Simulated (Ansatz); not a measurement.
# C₃H₅Al, SMILES C[C]1=[CH][AlH]1: a ladder of methods at one geometry

Computed with Ansatz's Python interface.

`c3h5al.xyz`
```text
9

C     0.24700    0.92550   -1.05410
C     0.00660   -0.10270   -0.04840
C     0.16470   -1.47750    0.29880
Al   -0.49420   -0.48130    1.62840
H     0.17550    0.51660   -2.09880
H    -0.61480    1.73520   -0.97360
H     1.20460    1.46810   -0.90020
H     0.59770   -2.44330    0.01970
H    -1.19860   -0.18690    3.11110
```

Interactive session:
```pycon
>>> import ansatz as az
>>> BASIS_SET = "def2-SVP"
>>> geometry = az.Crystal.molecule_from_extxyz("c3h5al.xyz")
>>> model = geometry.calculation().basis(gaussian=BASIS_SET)
>>> methods = ["mp2", "ccsd", "ccsd_t"]
>>> reports = [model.correlation(m).run(threads=1, pin="off").report for m in methods]

>>> print(f"Hartree-Fock reference {reports[0]['reference_energy_ev'] / 27.211386246:.6f} Ha")
Hartree-Fock reference -358.151633 Ha
>>> best = reports[-1]["free_energy_ev"] - reports[-1]["reference_energy_ev"]
>>> for method, each in zip(methods, reports):
...     gained = each["free_energy_ev"] - each["reference_energy_ev"]
...     print(f"{method:8s} total {each['free_energy_ev'] / 27.211386246:.6f} Ha  correlation {gained:9.4f} eV  ({100 * gained / best:.1f} % of the last)")
...
mp2      total -358.617236 Ha  correlation  -12.6697 eV  (88.6 % of the last)
ccsd     total -358.656892 Ha  correlation  -13.7488 eV  (96.2 % of the last)
ccsd_t   total -358.677026 Ha  correlation  -14.2967 eV  (100.0 % of the last)
```

Caveats:
- Total energies depend on the basis set; only differences at equal settings carry meaning.
- The geometry is a force-field or estimated start, not a minimum of this method, and the basis set is short of its limit. A lower total doesn't mark the better method: functionals have no common bound, and MP2 and coupled cluster aren't variational.
- Inner cores stay frozen, so this is valence correlation.
- Wall time of the script: 9 s on 1 thread of Arm Neoverse V1, with other jobs on the host, peak memory 0.32 GiB.

(Lines on the test bed's own set-up are left out of the output.)
